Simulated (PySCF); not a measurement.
# H4Lu (Lu(H)4-): the cost of one run

Computed with PySCF 2.14.0. Level: PBE0, Lu lcecp-1-SVP with ECP60, H def2-SVP; scalar-relativistic core potentials, no spin–orbit coupling.

1 further run of the same task is left out (for a known fault of the program).

## 1. Starting geometry

5 atoms, charge -1, spin multiplicity 1.

Bond lengths: Lu1–H2 2.125 Å, Lu1–H3 2.125 Å, Lu1–H4 2.125 Å, Lu1–H5 2.125 Å. Angles: H2–Lu1–H3 109.5°, H2–Lu1–H4 109.5°, H2–Lu1–H5 109.5°, H3–Lu1–H4 109.5°, H3–Lu1–H5 109.5°, H4–Lu1–H5 109.5°.

Geometry (Å):

```
Lu    0.0000    0.0000    0.0000
H     1.2269    1.2269    1.2269
H    -1.2269   -1.2269    1.2269
H     1.2269   -1.2269   -1.2269
H    -1.2269    1.2269   -1.2269
```

Formal oxidation states: Lu +3. Each metal's 14 4f electrons lie in its core potential, so multiplicities, spins and levels count the valence alone.

## 2. SCF at the start, singlet

The input, run.py (the lines that set the calculation):

```python
mol = gto.M(atom='''
Lu     0.00000     0.00000     0.00000
H      1.22690     1.22690     1.22690
H     -1.22690    -1.22690     1.22690
H      1.22690    -1.22690    -1.22690
H     -1.22690     1.22690    -1.22690''',
    basis={'Lu': 'lcecp-1-SVP', 'H': 'def2-SVP'},
    ecp={'Lu': 'lcecp-1-SVP'},
    charge=-1, spin=0)
mf = dft.RKS(mol, xc='PBE0')
mf.grids.atom_grid = (50, 194)  # f atoms: unpruned, at least (60, 302)
mf = mf.density_fit()  # fitting sets: Lu AutoAux, H def2-universal-JKFIT
mf.conv_tol = 1e-08; mf.max_cycle = 55
mf.kernel(dm0)  # dm0: free metal ions and neutral atoms
```

The run is started by

```sh
OMP_NUM_THREADS=2 python run.py
```

**Question.** How long does this run take on 2 threads of Arm Neoverse V2, shared host, and how much memory does it need?

About 1.4 s, with a peak of 0.37 GiB.
